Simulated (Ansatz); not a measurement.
# CH2Ru+ (doublet): geometry and frequencies at several levels

The task here is to estimate one member of a computed series from the others.

Computed with Ansatz 0.2.0 (the levels named in each step, unless a step's input says otherwise).

## The starting structure

Bond lengths: C1–Ru2 1.751 Å, C1–H3 1.098 Å, Ru2–H4 1.516 Å. Angles: C1–Ru2–H4 84.5°, Ru2–C1–H3 176.8°.

Structure file:

```xyz
4

C    -1.3916    0.6179   -0.2431
Ru    0.1819   -0.0949    0.0416
H    -2.3513    1.1078   -0.4549
H     0.6913    1.0422   -0.8213
```

Set-up of the first run:

File input.yaml:

```yaml
crystal:
  periodic: [false, false, false]
  atoms:
    - { symbol: C, position_ang: [-1.35641301, 0.6097875, -0.24204029] }
    - { symbol: Ru, position_ang: [0.11872205, -0.09215262, 0.04821905] }
    - { symbol: H, position_ang: [-2.34098434, 1.09338665, -0.44629663] }
    - { symbol: H, position_ang: [0.7089353, 1.06200847, -0.83750214] }
magnetization:
  spin_polarized: true
  initial_magnetization: 1
total_charge: 1
basis:
  gaussian: { orbitals: def2-TZVPP }
hamiltonian:
  xc: pbe0
  dispersion: d4
relax:
  f_tol: 0.002
  max_steps: 150
```

Launch:

```sh
$ ansatz run input.yaml --threads 2 --pin off --max-ram 5120MiB --backend cpu --events-out ev --progress --plain --runs-dir out
```

Steps of the session up to this table: Relaxation, PBE0-D4/def2-TZVPP; Frequencies, PBE0-D4/def2-TZVPP; Relaxation, PBE-D4/def2-TZVPP; Frequencies, PBE-D4/def2-TZVPP; Relaxation, r2SCAN-D4/def2-TZVPP; Frequencies, r2SCAN-D4/def2-TZVPP; Relaxation, B3LYP-D4/def2-TZVPP; Frequencies, B3LYP-D4/def2-TZVPP; Relaxation, B2PLYP/def2-TZVPP.

One table of the session follows, with a row left open; its other results are not shown here.

```
               level  C1–Ru2 (Å)  highest frequency (cm⁻¹)
  PBE0-D4/def2-TZVPP      1.6353                      3132
   PBE-D4/def2-TZVPP      1.6505                      3048
r2SCAN-D4/def2-TZVPP           ?                         ?
 B3LYP-D4/def2-TZVPP      1.6469                      3123
   B2PLYP/def2-TZVPP      1.6180                         -
```

**Question.** Estimate the row for r2SCAN-D4/def2-TZVPP.

**Answer.** C1–Ru2 (Å): 1.6428; highest frequency (cm⁻¹): 3113. In the column «C1–Ru2 (Å)» it lies between PBE0-D4/def2-TZVPP (1.6353) and B3LYP-D4/def2-TZVPP (1.6469).
